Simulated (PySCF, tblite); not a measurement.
# C5H14B2Si: geometry, infrared bands and NMR shifts

Aim: predict the infrared bands and NMR shifts of C5H14B2Si (`C=C[SiH2]CBB(C)C`).

Programs: tblite 0.8.0 and PySCF 2.14.0, with density-fitted response routines of our own. Each step states its level of theory. These are calculated values for one molecule in the gas phase, unless marked as measured. Atoms count from 0, in the outputs and in this text.

## (1) Starting geometry

22 atoms, charge 0, multiplicity 1; geometry from: force field or distance geometry start.

Bonds of the start (Å): C0–C1 1.33, C1–Si2 1.82, Si2–C3 1.87, C3–B4 1.60, B4–B5 1.66, B5–C6 1.59, B5–C7 1.60, C0–H8 1.08, C0–H9 1.08, C1–H10 1.09, Si2–H11 1.49, Si2–H12 1.46, C3–H13 1.10, C3–H14 1.13, B4–H15 1.20, C6–H16 1.13, C6–H17 1.09, C6–H18 1.11, C7–H19 1.10, C7–H20 1.13, C7–H21 1.09.

## (2) Geometry optimisation with GFN2-xTB

The job: settings as JSON, then the geometry in Å.

```
{"job": {"kind": "relax", "xc": "GFN2-xTB", "basis": "xTB"}, "charge": 0, "multiplicity": 1}
C      4.046300     1.019300    -0.011300
C      3.493300    -0.028700     0.599700
Si     1.916700    -0.797600     0.104500
C      0.498700     0.420000     0.192400
B     -0.767600    -0.379000     0.745400
B     -2.293300    -0.104300     0.141500
C     -3.062800    -1.344800    -0.481000
C     -2.636200     1.361400    -0.391800
H      3.575500     1.502400    -0.860900
H      4.980000     1.374200     0.395200
H      4.016600    -0.465200     1.449700
H      1.591900    -1.925600     1.022000
H      2.064400    -1.298900    -1.254400
H      0.268000     0.873900    -0.783200
H      0.745100     1.199100     0.971500
H     -0.584200    -1.498500     1.137400
H     -2.325700    -2.167100    -0.701900
H     -3.530800    -1.045900    -1.417200
H     -3.778800    -1.722600     0.282100
H     -3.385500     1.270600    -1.185600
H     -3.110000     1.952700     0.439800
H     -1.732000     1.824000    -0.795500
```

Started as:

```sh
$ OMP_NUM_THREADS=1 python probes_run.py task.json out
```

This one command runs all jobs of the session in turn.

**Question.** This job is followed by: GFN2-xTB harmonic vibrations, gas phase; GIAO PBE0/pcSseg-1 NMR shielding, non-relativistic, gas phase. What will the session give for the following? strongest single infrared mode (GFN2-xTB); zero-point energy (GFN2-xTB); 13C shifts against TMS (PBE0/pcSseg-1, means over atoms taken as alike); 1H shifts against TMS (PBE0/pcSseg-1, means over atoms taken as alike); 29Si shifts against TMS (PBE0/pcSseg-1); 11B shifts against BF3·OEt2 (PBE0/pcSseg-1).

**Answer**, as computed:

| quantity | value |
| --- | --- |
| strongest single infrared mode (GFN2-xTB) | 2180 cm⁻¹, 466 km/mol |
| zero-point energy (GFN2-xTB) | 108.5 kcal/mol |
| 13C shifts against TMS (PBE0/pcSseg-1, means over atoms taken as alike) | 141.5, 141.4, 19.9, 15.8 ppm |
| 1H shifts against TMS (PBE0/pcSseg-1, means over atoms taken as alike) | 9.45, 6.62, 6.51, 6.21, 4.49, 1.96, 1.07 ppm |
| 29Si shifts against TMS (PBE0/pcSseg-1) | -58.7 ppm |
| 11B shifts against BF3·OEt2 (PBE0/pcSseg-1) | 102.8, 98.7 ppm |

What this shows: Over 187 steps the energy fell by 1.175 eV; of the close pairs, C1–Si2 changed most, 1.823 to 1.888 Å. No mode is imaginary among the 60: a minimum at this level. The strongest single mode, at 2180 cm⁻¹, moves mainly H12 and H11. Unscaled tight-binding wavenumbers are off by several per cent, some by more. Its intensities can rank the bands wrongly. C0 (terminal =CH2 carbon) lies farthest downfield among carbon, at 141.5 ppm; as expected for a trigonal carbon in a double bond.
